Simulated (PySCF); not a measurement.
# C12H12O2S2Si2: the cost of one run

Programs: PySCF 2.14.0, with routines of our own; each step states its level. All values are computed. Atoms count from 0.

## 1. The starting structure

30 atoms, charge 0, multiplicity 1; geometry from: GFN2-xTB.

## 2. Electronic excitations: TDDFT PBE0/def2-SVP

What the job is given:

```
{"job": {"kind": "uv", "basis": "def2-SVP", "grid": 1, "kgrid": 1, "vcut": 1.5, "nstates": 16, "ntriplets": 0, "tda": false, "delta": [], "pop": false, "xc": "PBE0", "scf": {"guess": "minao"}}, "charge": 0, "multiplicity": 1}
O     -0.569374     1.081291    -2.237784
S     -0.340261     0.162809    -1.158314
O     -0.586824    -1.245563    -1.426669
C      1.333271     0.302821    -0.592150
C      2.240362    -0.691581    -0.914562
Si     1.697290    -2.198033    -1.938899
C      3.552193    -0.510439    -0.488020
C      3.926318     0.615082     0.229848
C      2.995205     1.582243     0.561976
C      1.675390     1.418218     0.154670
S      0.496688     2.660560     0.608084
C     -0.962175     1.723941     0.973422
C     -1.759118     2.132821     2.037815
C     -2.893689     1.404907     2.346984
C     -3.229222     0.275553     1.616233
C     -2.453385    -0.147100     0.541382
Si    -2.906916    -1.664274    -0.510389
C     -1.337945     0.613235     0.235655
H      0.996881    -3.166158    -1.103170
H      1.136611    -1.811914    -3.225119
H      3.012763    -2.802133    -2.244484
H      4.287754    -1.261062    -0.733336
H      4.951387     0.737125     0.545731
H      3.270487     2.455871     1.131642
H     -1.480194     3.006720     2.605310
H     -3.516222     1.718705     3.171628
H     -4.114715    -0.285269     1.872854
H     -4.259413    -1.959769     0.010936
H     -2.079895    -2.809536    -0.149007
H     -3.094065    -1.321934    -1.912362
```

Level: TDDFT PBE0/def2-SVP, vertical, gas phase, core orbitals frozen in the response, virtual orbitals cut by energy.

Run with:

```
OMP_NUM_THREADS=1 python large_run.py task.json out
```

This one command runs all jobs of the session in turn.

**Question.** How long does this first job take on 1 thread of Arm Neoverse N1, shared host, and how much memory does it need?

About 3.6 min, with a peak of 0.66 GiB.
